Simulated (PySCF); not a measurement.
**The bond of CI, level by level**

One table from this session's results is given with a row withheld; the runs are named, their logs left out.

Program: PySCF 2.14.0. Level of theory: C def2-TZVPP, I def2-TZVPP with ECP28, scalar-relativistic core potentials. These are calculated values, not measurements.

The first run:

The job is set up so:

```yaml
atoms: C, I
charge: 0
basis: C def2-TZVPP, I def2-TZVPP with ECP28
Hamiltonian: scalar-relativistic core potentials
basis_functions: 81
electrons_treated: 31
masses_in_u: 12.0000, 126.9045
levels: PBE0, PBE, r²SCAN, LDA, B97-3, B3LYP, M06-2X, CAM-B3LYP, HF, MP2, SCS-MP2, CCSD, CCSD(T)
grid: 80 radial by 434 angular points
occupations: held fixed by the projection of orbital angular momentum
dissociation_limit: C + I, each in its ground configuration
starting_distance_in_angstrom: 2.020
values_of_2S_to_try: 1, 3
```

Started as:

```bash
OMP_NUM_THREADS=1 python dia.py task.json out
```

Steps of the session up to this table: Input; The PBE0 curve of the state that the search chose; Excited determinants; PBE; r²SCAN (meta-GGA); LDA (local density); B97-3; B3LYP; M06-2X (hybrid meta-GGA); CAM-B3LYP (range-separated hybrid); UHF (mean field); Correlated methods on the Hartree–Fock reference.

One table of the session follows, with a row left open; its other results are not shown here.

It belongs to the step «The curves together». Energy (eV) from each level's lowest point:

| R (Å) | UHF | UHF-MP2 | UHF-SCS-MP2 | UHF-CCSD | UHF-CCSD(T) |
| --- | --- | --- | --- | --- | --- |
| 1.743 | 1.254 | 0.921 | 0.984 | n/a | n/a |
| 1.824 | 0.593 | 0.368 | 0.413 | 0.464 | 0.476 |
| 1.905 | ? | ? | ? | ? | ? |
| 1.966 | 0.065 | 0.004 | 0.017 | 0.030 | 0.034 |
| 2.027 | 0.000 | 0.000 | 0.000 | 0.000 | 0.000 |
| 2.088 | 0.000 | 0.056 | 0.044 | 0.031 | 0.028 |
| 2.169 | 0.074 | 0.203 | 0.175 | 0.143 | 0.135 |
| 2.270 | 0.241 | 0.499 | 0.457 | 0.356 | 0.346 |
| 2.392 | 0.458 | 1.066 | 1.015 | 0.677 | 0.670 |
| 2.554 | 0.662 | 1.709 | 1.639 | n/a | n/a |

Q: Estimate the row for R (Å) = 1.905 from the others.

Worked estimate for «UHF». A straight line through the neighbours (1.824, 0.593) and (1.966, 0.065) gives 0.593 + (0.065 − 0.593) × (1.905 − 1.824) / (1.966 − 1.824) = 0.292; a parabola fitted to 4 rows on both sides gives 0.202.

**Answer.** UHF: 0.215; UHF-MP2: 0.087; UHF-SCS-MP2: 0.114; UHF-CCSD: 0.142; UHF-CCSD(T): 0.149. In «UHF» the line misses by +0.077 and the parabola by -0.013.
